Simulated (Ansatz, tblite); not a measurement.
# Si37H52 ring disc (Si₃₇H₅₁): one state, many levels

One table from this session's results is given with a row withheld; the runs are named, their logs left out.

Program: Ansatz 0.2.0, Gaussian basis. Level of theory: as each input shows. These are calculated values, not measurements.

The runs, in order: GFN1-xTB, GFN2-xTB, PBE-D4/def2-SVP, r2SCAN-D4/def2-SVP, B3LYP-D4/def2-SVP, r2SCAN-D4/def2-mTZVP, HF/STO-3G, HF/6-31G, B3LYP-D4/6-31G, MP2/def2-SVP.

1 further run of the same task is left out (set aside as unsound or not needed). Runs told in other sessions of the task aren't counted.

## The geometry

The doublet was relaxed beforehand with PBE-D4/def2-SVP.

88 atoms, charge 0, spin multiplicity 2.

Bond lengths: Si1–Si20 2.359 Å, Si1–Si21 2.360 Å, Si1–H38 1.510 Å, Si1–H39 1.510 Å, Si2–Si19 2.355 Å, Si2–Si20 2.355 Å, Si2–Si22 2.348 Å, Si2–H40 1.512 Å, Si3–Si20 2.354 Å, Si3–Si23 2.352 Å, Si3–H41 1.509 Å, Si3–H42 1.505 Å, Si4–Si21 2.357 Å, Si4–Si23 2.356 Å, Si4–Si24 2.365 Å, Si4–Si25 2.353 Å, Si5–Si24 2.366 Å, Si5–Si26 2.361 Å and more. Angles: Si20–Si1–Si21 114.0°, Si20–Si1–H38 110.4°, Si20–Si1–H39 107.3°, Si21–Si1–H38 109.8°, Si21–Si1–H39 107.1°, H38–Si1–H39 108.0°, Si19–Si2–Si20 111.1°, Si19–Si2–Si22 109.5°, Si19–Si2–H40 108.3°, Si20–Si2–Si22 109.5°, Si20–Si2–H40 108.3°, Si22–Si2–H40 110.2°, Si20–Si3–Si23 109.3°, Si20–Si3–H41 108.6°, Si20–Si3–H42 112.3°, Si23–Si3–H41 108.0°, Si23–Si3–H42 110.7°, H41–Si3–H42 107.9° and more.

PBE0-D4/def2-SVP was run before; its log isn't repeated, and its numbers join the tables.

The first run:

Tight binding, by tblite at 300 K electronic temperature and without a spin-polarisation term:

```python
tblite.interface.Calculator('GFN1-xTB', numbers, positions, charge=0, uhf=1).singlepoint()
```

Tight binding, by tblite at 300 K electronic temperature and without a spin-polarisation term:

```python
tblite.interface.Calculator('GFN2-xTB', numbers, positions, charge=0, uhf=1).singlepoint()
```

start.molden holds the orbitals of an earlier run on this state, given as this run's starting guess.

in.yaml reads:

```yaml
crystal:
  periodic: [false, false, false]
  atoms:
    - {symbol: Si, position_ang: [-6.496903, -0.972878, 0.850603]}
    - {symbol: Si, position_ang: [-3.686044, -3.685356, 0.875580]}
    - {symbol: Si, position_ang: [-3.884931, -0.873032, -1.842528]}
    - {symbol: Si, position_ang: [-3.732808, 1.807917, 0.770967]}
    - {symbol: Si, position_ang: [-3.887147, 5.044332, -1.647577]}
    - {symbol: Si, position_ang: [-0.974550, -6.496970, 0.849125]}
    - {symbol: Si, position_ang: [-0.873641, -3.884304, -1.842960]}
    - {symbol: Si, position_ang: [-0.988195, -0.988028, 0.780107]}
    - {symbol: Si, position_ang: [1.807093, -3.733342, 0.770875]}
    - {symbol: Si, position_ang: [1.839013, -1.158861, -1.895386]}
    - {symbol: Si, position_ang: [-1.158510, 1.838454, -1.895934]}
    - {symbol: Si, position_ang: [-0.939688, 4.456622, 0.894216]}
    - {symbol: Si, position_ang: [1.732371, 1.732348, 0.688357]}
    - {symbol: Si, position_ang: [1.499227, 4.594514, -1.965789]}
    - {symbol: Si, position_ang: [5.045242, -3.886794, -1.645732]}
    - {symbol: Si, position_ang: [4.455849, -0.940306, 0.896398]}
    - {symbol: Si, position_ang: [4.595774, 1.497837, -1.964405]}
    - {symbol: Si, position_ang: [4.393701, 4.393699, 0.597118]}
    - {symbol: Si, position_ang: [-2.344896, -5.089645, -0.456606]}
    - {symbol: Si, position_ang: [-5.090572, -2.343629, -0.455760]}
    - {symbol: Si, position_ang: [-5.351219, 0.690629, 2.070410]}
    - {symbol: Si, position_ang: [-2.312225, -2.312324, 2.195410]}
    - {symbol: Si, position_ang: [-2.385779, 0.377448, -0.529869]}
    - {symbol: Si, position_ang: [-5.003011, 3.218093, -0.639460]}
    - {symbol: Si, position_ang: [-2.586281, 3.330291, 2.151623]}
    - {symbol: Si, position_ang: [-2.210801, 6.033359, -0.310759]}
    - {symbol: Si, position_ang: [0.689520, -5.352430, 2.069260]}
    - {symbol: Si, position_ang: [3.217782, -5.002712, -0.639828]}
    - {symbol: Si, position_ang: [0.377114, -2.385721, -0.529912]}
    - {symbol: Si, position_ang: [0.393751, 0.394058, 2.078851]}
    - {symbol: Si, position_ang: [3.328660, -2.587177, 2.152704]}
    - {symbol: Si, position_ang: [3.111782, 0.311946, -0.577778]}
    - {symbol: Si, position_ang: [0.312601, 3.111398, -0.578849]}
    - {symbol: Si, position_ang: [3.098180, 3.098508, 2.043144]}
    - {symbol: Si, position_ang: [3.027783, 5.825306, -0.654197]}
    - {symbol: Si, position_ang: [6.033593, -2.211353, -0.307305]}
    - {symbol: Si, position_ang: [5.825786, 3.027260, -0.653090]}
    - {symbol: H, position_ang: [-7.328830, -1.813829, 1.788763]}
    - {symbol: H, position_ang: [-7.436362, -0.262513, -0.094765]}
    - {symbol: H, position_ang: [-4.554978, -4.554493, 1.756571]}
    - {symbol: H, position_ang: [-4.855980, 0.087761, -2.484058]}
    - {symbol: H, position_ang: [-3.155012, -1.595672, -2.943043]}
    - {symbol: H, position_ang: [-4.930367, 6.101646, -1.924658]}
    - {symbol: H, position_ang: [-3.301031, 4.637617, -2.973661]}
    - {symbol: H, position_ang: [-1.815701, -7.328907, 1.787115]}
    - {symbol: H, position_ang: [-0.264684, -7.436379, -0.096677]}
    - {symbol: H, position_ang: [-1.595687, -3.154058, -2.943650]}
    - {symbol: H, position_ang: [0.086929, -4.855722, -2.484275]}
    - {symbol: H, position_ang: [1.114686, -0.404619, -2.978050]}
    - {symbol: H, position_ang: [2.765413, -2.139748, -2.568381]}
    - {symbol: H, position_ang: [-2.139066, 2.764901, -2.569342]}
    - {symbol: H, position_ang: [-0.404580, 1.113305, -2.978266]}
    - {symbol: H, position_ang: [0.011375, 5.200663, 1.803018]}
    - {symbol: H, position_ang: [0.508148, 5.512221, -2.642339]}
    - {symbol: H, position_ang: [2.234955, 3.833997, -3.037507]}
    - {symbol: H, position_ang: [4.639851, -3.299838, -2.971856]}
    - {symbol: H, position_ang: [6.102508, -4.930161, -1.922449]}
    - {symbol: H, position_ang: [5.199052, 0.010797, 1.805844]}
    - {symbol: H, position_ang: [3.835864, 2.232856, -3.037044]}
    - {symbol: H, position_ang: [5.513936, 0.506389, -2.639810]}
    - {symbol: H, position_ang: [-3.250682, -5.958007, -1.300352]}
    - {symbol: H, position_ang: [-5.959575, -3.249078, -1.299204]}
    - {symbol: H, position_ang: [-4.729862, 0.100208, 3.308765]}
    - {symbol: H, position_ang: [-6.355813, 1.726856, 2.515338]}
    - {symbol: H, position_ang: [-3.143445, -1.421732, 3.081192]}
    - {symbol: H, position_ang: [-1.421328, -3.144144, 3.080327]}
    - {symbol: H, position_ang: [-5.701739, 2.415784, -1.709928]}
    - {symbol: H, position_ang: [-6.070586, 3.811774, 0.250124]}
    - {symbol: H, position_ang: [-3.610505, 4.366559, 2.558351]}
    - {symbol: H, position_ang: [-2.062422, 2.692350, 3.410097]}
    - {symbol: H, position_ang: [-2.903853, 6.909437, 0.705841]}
    - {symbol: H, position_ang: [-1.341618, 6.918614, -1.169568]}
    - {symbol: H, position_ang: [1.725571, -6.357563, 2.513382]}
    - {symbol: H, position_ang: [0.099479, -4.731727, 3.308129]}
    - {symbol: H, position_ang: [2.415868, -5.699976, -1.711539]}
    - {symbol: H, position_ang: [3.810358, -6.071467, 0.249065]}
    - {symbol: H, position_ang: [1.266925, -0.451391, 2.968627]}
    - {symbol: H, position_ang: [-0.451915, 1.267310, 2.968344]}
    - {symbol: H, position_ang: [2.689906, -2.063665, 3.410912]}
    - {symbol: H, position_ang: [4.364697, -3.611478, 2.559824]}
    - {symbol: H, position_ang: [2.226055, 3.960117, 2.920763]}
    - {symbol: H, position_ang: [3.959664, 2.226612, 2.921103]}
    - {symbol: H, position_ang: [2.230710, 6.678866, 0.300888]}
    - {symbol: H, position_ang: [3.864121, 6.733713, -1.520894]}
    - {symbol: H, position_ang: [6.908385, -2.905052, 0.709972]}
    - {symbol: H, position_ang: [6.920019, -1.342149, -1.164894]}
    - {symbol: H, position_ang: [6.679025, 2.230664, 0.302695]}
    - {symbol: H, position_ang: [6.734484, 3.863199, -1.519876]}
basis:
  gaussian: {orbitals: def2-SVP, fitting: {mean_field: def2-universal-jkfit}, initial_orbitals: start.molden}
magnetization: {spin_polarized: true, initial_magnetization: 1}
hamiltonian: {xc: pbe, dispersion: d4}
scf: {omitted_lower_state_checks: [starts]}
output: {orbitals: {seedname: orbitals}}
```

On the command line:

```console
> ansatz run in.yaml --threads 11 --pin off --events-out ev --progress --plain --max-ram 110592MiB --backend cuda --devices 0, --max-vram 75GiB
```

Among the steps run: PBE-D4/def2-SVP; r2SCAN-D4/def2-SVP; B3LYP-D4/def2-SVP; r2SCAN-D4/def2-mTZVP; HF/STO-3G; HF/6-31G; B3LYP-D4/6-31G; MP2/def2-SVP.

One of the session's tables, all rows but one given; the rest of the session is left out.

It belongs to the step «Binding energy». 

| level | binding an atom (eV) |
| --- | --- |
| HF/STO-3G | 3.663 |
| HF/6-31G | 2.002 |
| HF/def2-SVP | 2.383 |
| PBE-D4/def2-SVP | ? |
| r2SCAN-D4/def2-SVP | 3.279 |
| r2SCAN-D4/def2-mTZVP | 3.223 |
| B3LYP-D4/6-31G | 2.983 |
| B3LYP-D4/def2-SVP | 3.242 |
| PBE0-D4/def2-SVP | 3.269 |
| MP2/def2-SVP | 3.013 |

Q: Estimate the row for PBE-D4/def2-SVP from the others.

The run gave: binding an atom (eV): 3.272. In the column «binding an atom (eV)» it lies between PBE0-D4/def2-SVP (3.269) and r2SCAN-D4/def2-SVP (3.279).

Caveats from the session: Free atoms were run apart at each level; binding is atoms less cluster, divided by the number of atoms, without zero-point or spin-orbit terms.
